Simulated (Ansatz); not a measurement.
# CHBGe: the cost of one run

Program: Ansatz 0.2.0, Gaussian basis. Level of theory: cc-pVTZ, core rule «outside noble gas», up to 16 orbitals frozen. These are calculated values, not measurements.

Plan: UHF; CCSD(T) on RHF; CCSD(T) on UHF; BCCD(T) on RHF; CCSDT(Q) on RHF.

3 further runs of the same task are left out: 3 set aside as unsound or not needed. Runs told in other sessions of the task aren't counted.

**1. The geometry**

The geometry is a PBE0/def2-TZVP stationary point (not a proven minimum). No spin-orbit coupling is included. The filled d shell of Ge may be among the frozen orbitals whatever the setting's name suggests.

4 atoms, charge 0, spin multiplicity 1.

Atoms are counted from 1 here; the program's logs count them from 0.

Bond lengths: B1–Ge2 1.841 Å, B1–H4 1.178 Å, Ge2–C3 1.775 Å. Angles: Ge2–B1–H4 180.0°, B1–Ge2–C3 180.0°.

**2. UHF**

The input, in.yaml:

```yaml
crystal:
  periodic: [false, false, false]
  atoms:
    - {symbol: B, position_ang: [0.000000, 0.000000, 1.070100]}
    - {symbol: Ge, position_ang: [0.000000, 0.000000, -0.771300]}
    - {symbol: C, position_ang: [0.000000, 0.000000, -2.546700]}
    - {symbol: H, position_ang: [0.000000, 0.000000, 2.247900]}
basis:
  gaussian: {orbitals: cc-pVTZ}
magnetization: {spin_polarized: true, initial_magnetization: 0}
hamiltonian: {xc: hf}
output: {orbitals: {seedname: orbitals}}
```

The run is started by

```
$ ansatz run in.yaml --threads 1 --pin off --events-out ev --progress --plain --max-ram 4096MiB --backend cpu
```

Q: Estimate wall time and peak memory on 1 thread of AMD EPYC 7R13, shared host.

About 22 s, with a peak of 0.35 GiB.
